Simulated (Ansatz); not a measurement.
**RuNH (quintet): geometry optimisation**

Aim: relax a generated start of RuNH (quintet) and see which bonds hold.

Computed with Ansatz 0.2.0, Gaussian basis. Level: UKS PBE0/def2-TZVP.

### Step 1. Starting geometry

3 atoms, charge 0, spin multiplicity 5.

Atoms are counted from 1 here; the program's logs count them from 0.

Bond lengths: Ru1–N2 1.795 Å, N2–H3 1.013 Å. Angles: Ru1–N2–H3 180.0°.

As a file:

```xyz
3

Ru    0.0000    0.0000   -1.5347
N     0.0000    0.0000    0.2606
H     0.0000    0.0000    1.2741
```

The start was built by rule and, where that kept it together, relaxed with GFN2-xTB. Sticks and bond lists go by distance. No spin-orbit coupling is included. Elements past krypton take def2 core potentials.

### Step 2. The run

in.yaml reads:

```yaml
crystal:
  periodic: [false, false, false]
  atoms:
    - {symbol: Ru, position_ang: [0.000000, 0.000000, -1.534664]}
    - {symbol: N, position_ang: [0.000000, 0.000000, 0.260583]}
    - {symbol: H, position_ang: [0.000000, 0.000000, 1.274081]}
basis:
  gaussian: {orbitals: def2-TZVP}
magnetization: {spin_polarized: true, initial_magnetization: 4}
hamiltonian: {xc: pbe0}
relax: {f_tol: 0.004, max_steps: 80}
```

Run with:

```console
ansatz run in.yaml --threads 1 --pin off --events-out ev --progress --plain --max-ram 2176MiB
```

Before running it: what results should come out? Wanted: energy gained; shift from the start; total energy; dipole moment; ⟨S²⟩.

The runs gave:

```
                  quantity          value
                     steps              5
             energy gained       0.047 eV
shift from the start (rms)        0.027 Å
              total energy  -4083.9514 eV
             dipole moment         2.18 D
                      ⟨S²⟩          6.010
```

In words: The bonds of the start are those of the end. Ru1–N2 went from 1.795 to 1.741 Å. No vibrations were run, so this is a stationary point, not a proven minimum, and this spin need not be the ground state's.
